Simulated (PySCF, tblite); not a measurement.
# C₇H₁₃NOSi: geometry, infrared bands and NMR shifts

Aim: predict the infrared bands and NMR shifts of C₇H₁₃NOSi (`N#CC[C@H]1C[SiH2]CCCO1`).

The runs use tblite 0.8.0 and PySCF 2.14.0, with density-fitted response routines of our own; the level of theory stands in each step. All values are computed, except where a source is named. Atoms count from 0, in the outputs and in this text.

**1. Starting geometry**

23 atoms, charge 0, multiplicity 1; geometry from: force field or distance geometry start.

Bonds of the start (Å): N0–C1 1.17, C1–C2 1.46, C2–C3 1.52, C3–C4 1.48, C4–Si5 1.84, Si5–C6 1.82, C6–C7 1.47, C7–C8 1.51, C8–O9 1.38, O9–C3 1.38, C2–H10 1.09, C2–H11 1.13, C3–H12 1.14, C4–H13 1.13, C4–H14 1.10, Si5–H15 1.49, Si5–H16 1.49, C6–H17 1.12, C6–H18 1.14, C7–H19 1.11, C7–H20 1.12, C8–H21 1.11, C8–H22 1.11.

**2. Geometry optimisation with GFN2-xTB**

The job: settings as JSON, then the geometry in Å.

```
{"job": {"kind": "relax", "xc": "GFN2-xTB", "basis": "xTB"}, "charge": 0, "multiplicity": 1}
N      4.133000     0.964600    -0.655700
C      3.293600     0.153300    -0.542100
C      2.260300    -0.867900    -0.393900
C      1.205200    -0.235500     0.505500
C      0.725600     0.995800    -0.164600
Si    -0.845600     1.567300     0.601100
C     -2.320400     0.543100     0.280400
C     -2.115600    -0.897200     0.053700
C     -0.703100    -1.341100    -0.222800
O      0.152500    -1.075000     0.823900
H      2.633000    -1.827600    -0.046200
H      1.765400    -0.916600    -1.412500
H      1.670900     0.039400     1.505800
H      1.511700     1.793900    -0.003600
H      0.619000     0.928500    -1.261500
H     -0.650400     1.845800     2.056400
H     -1.119800     2.911400     0.015100
H     -2.863200     0.967800    -0.604600
H     -3.071900     0.659200     1.124300
H     -2.722200    -1.216700    -0.820900
H     -2.477700    -1.478100     0.943000
H     -0.330200    -1.034300    -1.223300
H     -0.754900    -2.453300    -0.274300
```

Launch:

```console
$ OMP_NUM_THREADS=1 python probes_run.py task.json out
```

The driver reads the jobs from task.json and runs them one after another.

**Question.** This job is followed by: GFN2-xTB harmonic vibrations, gas phase; GIAO PBE0/pcSseg-1 NMR shielding, non-relativistic, gas phase. Predict these results of the whole session: strongest single infrared mode (GFN2-xTB); zero-point energy (GFN2-xTB); 13C shifts against TMS (PBE0/pcSseg-1); 1H shifts against TMS (PBE0/pcSseg-1); 15N shifts against NH3 (PBE0/pcSseg-1); 29Si shifts against TMS (PBE0/pcSseg-1); 17O shifts against H2O (PBE0/pcSseg-1); surface potential, 1st and 99th percentile.

**Answer**, as computed:

| quantity | value |
| --- | --- |
| strongest single infrared mode (GFN2-xTB) | 2221 cm⁻¹, 392 km/mol |
| zero-point energy (GFN2-xTB) | 116.2 kcal/mol |
| 13C shifts against TMS (PBE0/pcSseg-1) | 122.4, 76.5, 66.1, 31.8, 25.3, 21.5, 12.7 ppm |
| 1H shifts against TMS (PBE0/pcSseg-1) | 4.33, 4.24, 4.20, 3.84, 2.95, 2.59, 2.31, 1.84, 1.82, 1.69, 1.07, 1.04, 0.57 ppm |
| 15N shifts against NH3 (PBE0/pcSseg-1) | 302.8 ppm |
| 29Si shifts against TMS (PBE0/pcSseg-1) | -43.5 ppm |
| 17O shifts against H2O (PBE0/pcSseg-1) | 77.3 ppm |
| surface potential, 1st and 99th percentile | -1.77 V and 1.41 V |

**Reading.** Relaxing lowered the energy by 0.934 eV in 73 steps; the close pair that moved most is Si5–C6, from 1.824 to 1.908 Å. All 63 modes are real, so the xTB geometry is a minimum. The strongest single mode, at 2221 cm⁻¹, moves mainly H16. GFN2-xTB is a fitted tight-binding method: band positions and strengths are rough. Its intensities can rank the bands wrongly. C1 (nitrile carbon) lies farthest downfield among carbon, at 122.4 ppm; C≡N carbons fall here, among the sp2 signals but without a proton. At PBE0/pcSseg-1: The widest tensor belongs to N0: span 505 ppm, with a paramagnetic part of -375 ppm.
